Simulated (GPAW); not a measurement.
Runs of GPAW 26.7.0 on Cd2S. The structure is trigonal, space group P3m1 (No. 156). Conventional cell: a = 3.963 Å, b = 3.963 Å, c = 5.809 Å, α = 90.00°, β = 90.00°, γ = 120.00°. Around Cd (site symmetry 3m) lie 1 S at 2.52 Å. Cd (site symmetry 3m) has 3 S at 2.60 Å as nearest neighbours. Around S (site symmetry 3m) lie 4 Cd at 2.52 to 2.60 Å. The cell comes from a database or a generator and needn't be the stable form of this composition.

```csv
cell,target pressure,gap on the mesh (eV),pressure (GPa),largest force (eV/Å)
relaxed to 2 GPa,2 GPa,0.28,2.0,-
relaxed,-,0.23,0.0,0.01
relaxed to 10 GPa,10 GPa,none,9.9,0.01
relaxed to 5 GPa,5 GPa,(a),5.0,0.01
relaxed to 30 GPa,30 GPa,none,29.9,0.02
relaxed to 20 GPa,20 GPa,none,20.0,0.02
```

Alike in all rows: task relaxation of cell and atoms; level PBEsol; potentials or basis PAW data sets generated in the run's folder for this functional, pw; no spin polarisation; k mesh 6 × 6 × 4; cutoff (eV) 600; smearing fermi-dirac 0.05 eV.

**Question.** Estimate the missing entries.

**Answer.** (a) 0.29.

Caveats: later steps reuse the first step's grids.

A k mesh can miss the band edges, and the runs leave out spin-orbit coupling on Cd.

A gap of «none» marks a metal or a gap under the smearing width.
